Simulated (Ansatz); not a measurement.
**One shape, several levels: doublet BrF+**

We compute a comparison of 6 runs (U-revPBE/STO-3G, U-wB97M-V/STO-3G, UB2PLYP/STO-3G, UCAM-B3LYP/STO-3G, UHSE06/STO-3G, UCCSDTQ/STO-3G) of doublet BrF+. 

The results are computed with Ansatz 0.2.0.

44 further runs of the same task are left out: 6 that didn't finish, 38 set aside as unsound or not needed.

**1. The molecule**

BrF+: 2 atoms, total charge +1, spin state doublet. As SMILES of the parent species, `FBr`. Geometry: relaxed at PBE0-D4/def2-TZVP. That shape belongs to the parent species and isn't relaxed for this state.

Bond lengths: F1–Br2 1.754 Å.

**2. The energy at U-revPBE/STO-3G (run 1)**

File input.yaml:

```yaml
basis:
  gaussian: {orbitals: STO-3G}
crystal:
  periodic: [false, false, false]
  atoms:
    - {symbol: F, position_ang: [-0.000000, -0.000000, 0.023210]}
    - {symbol: Br, position_ang: [0.000000, 0.000000, 1.776730]}
total_charge: 1
magnetization: {spin_polarized: true, initial_magnetization: 1}
hamiltonian: {xc: {name: revPBE}}
accuracy: high
```

Command:

```sh
$ ansatz run input.yaml --threads 1 --pin off --max-ram 3480MiB --events-out events.jsonl --progress --plain --runs-dir runs
```

The program printed:

```text
Warning: RAYON_NUM_THREADS=1 ignored (pool sized by the plan → 1); use --threads N
Functional definition: revPBE
  name "revPBE"
  parameter kappa = 1.245
  parameter beta = 0.06672455060314922
  exchange = pbe_x(kappa = kappa, mu = beta*pi^2/3)
  correlation = pbe_c(beta = beta)
296 factors; integrals over basis functions are off by at most 8.4e-9 eV
mean field evaluation 1: about -71934.8571 eV, gradient 2.2e1 eV
mean field evaluation 2: about -71911.1444 eV, gradient 4.2e1 eV
mean field evaluation 4: about -71939.4142 eV, gradient 9.8e0 eV
mean field evaluation 8: about -71940.2201 eV, gradient 1.0e-1 eV
mean field evaluation 16: about -71940.2043 eV, gradient 2.3e-1 eV
mean field evaluation 32: about -71940.2050 eV, gradient 4.1e-7 eV
mean field -71940.20499294 eV, -2643.7537706682 hartree, gradient 1.7e-8 eV, S^2 0.750061; 1 other end points of the search recorded, 0 dependent functions left out
reference -71940.20499397 eV, -2643.7537707061 hartree; 22, 21 occupied and 1, 2 virtual orbitals, 296 factors
Total energy: -71940.20499397 eV, -2643.7537707061 hartree
```

It took 1.3 s on 1 thread of Intel Xeon 6975P-C (Granite Rapids), shared host.

**3. A single-point energy at U-wB97M-V/STO-3G (run 2)**

File job.yaml:

```yaml
crystal:
  periodic: [false, false, false]
  atoms:
    - symbol: F
      position_ang: [-0.000000, -0.000000, 0.023210]
    - symbol: Br
      position_ang: [0.000000, 0.000000, 1.776730]
basis:
  gaussian: {orbitals: STO-3G}
total_charge: 1
magnetization: {spin_polarized: true, initial_magnetization: 1}
hamiltonian: {xc: {name: wB97M-V}}
accuracy: high
```

Command:

```sh
$ ansatz run job.yaml --threads 1 --pin off --max-ram 3480MiB --events-out events.jsonl --progress --plain --runs-dir runs
```

The program printed, shortened:

```text
Warning: RAYON_NUM_THREADS=1 ignored (pool sized by the plan → 1); use --threads N
Functional definition: wB97M-V
  name "wB97M-V"
[...]
  gx(w, u) = 1 - cx + cx01*u + cx10*w
  gss(w, u) = css00 + css04*u^4 + css10*w + css20*w^2 + css43*w^4*u^3
  gos(w, u) = cos00 + cos10*w + (cos20 + cos21*u)*w^2 + (cos60 + cos61*u)*w^6
[...]
      + integral(e_c_pw_mod_opposite_spin*gos(b97_w_opposite, b97_u_opposite)) + vv10(b, c)
296 factors; integrals over basis functions are off by at most 8.4e-9 eV
86 factors; integrals over basis functions are off by at most 1.1e-9 eV
[...]
mean field -71949.63672100 eV, -2644.1003802812 hartree, gradient 4.8e-9 eV, S^2 0.750076; 0 other end points of the search recorded, 0 dependent functions left out
reference -71949.63672207 eV, -2644.1003803206 hartree; 22, 21 occupied and 1, 2 virtual orbitals, 296 factors
Total energy: -71949.63672207 eV, -2644.1003803206 hartree
```

Wall time 6 s (1 thread of Intel Xeon 6975P-C (Granite Rapids), shared host); peak memory 0.4 GiB.

Runs 3 to 5 aren't shown in full; the table further down has their settings and results.

**4. The energy at UCCSDTQ/STO-3G (run 6)**

File in.yaml:

```yaml
crystal:
  periodic: [false, false, false]
  atoms:
    - symbol: F
      position_ang: [-0.000000, -0.000000, 0.023210]
    - symbol: Br
      position_ang: [0.000000, 0.000000, 1.776730]
basis:
  gaussian:
    orbitals: STO-3G
total_charge: 1
magnetization:
  spin_polarized: true
  initial_magnetization: 1
correlation:
  method: ccsdtq
  frozen_orbitals: {Br: 9, F: 1}
accuracy: high
scf:
  omitted_lower_state_checks: [cluster_reference, increment]
```

Command:

```sh
$ ansatz run in.yaml --threads 1 --pin off --max-ram 3480MiB --events-out events.jsonl --progress --plain --runs-dir runs
```

The program printed:

```text
Warning: RAYON_NUM_THREADS=1 ignored (pool sized by the plan → 1); use --threads N
[... 14 lines left out ...]
10 core orbitals not correlated: weight in the atoms' cores, before any rotation towards them, 1.000 or more for the frozen orbitals, at most 0.000 for the correlated occupied ones
[... 34 lines left out ...]
Total energy: -71902.87686391 eV, -2642.3819872282 hartree
Checks for a lower state left out: cluster_reference, increment
```

Run time: 9.6 s. Hardware: 1 thread of Intel Xeon 6975P-C (Granite Rapids), shared host; peak memory 0.31 GiB.

**5. The series**

```tsv
run	level	frozen core orbitals	energy (Eh)	⟨S²⟩	wall time
1	U-revPBE/STO-3G	–	-2643.753771	0.750	1.3 s
2	U-wB97M-V/STO-3G	–	-2644.100380	0.750	6 s
3	UB2PLYP/STO-3G	10	-2643.572904	0.751	0.9 s
4	UCAM-B3LYP/STO-3G	–	-2644.025354	0.750	0.88 s
5	UHSE06/STO-3G	–	-2643.692517	0.750	1.2 s
6	UCCSDTQ/STO-3G	10	-2642.381987	0.853	9.6 s
```

**6. Outcome**

```
                                           quantity           value
                                run 6: total energy  -2642.38199 Eh
run 6: correlation energy (10 core orbitals frozen)       -70.2 mEh
           run 6: ⟨S²⟩ of the reference determinant           0.853
                               run 6: T1 diagnostic           0.053
```

What this shows: Totals of different functionals can't be ranked against each other. In runs 1, 2, 3, 4, 5, 6 the basis is minimal, so the values are rough. Spin contamination of the reference: run 6 ⟨S²⟩ = 0.85. All runs together took 20 s, the longest 9.6 s.
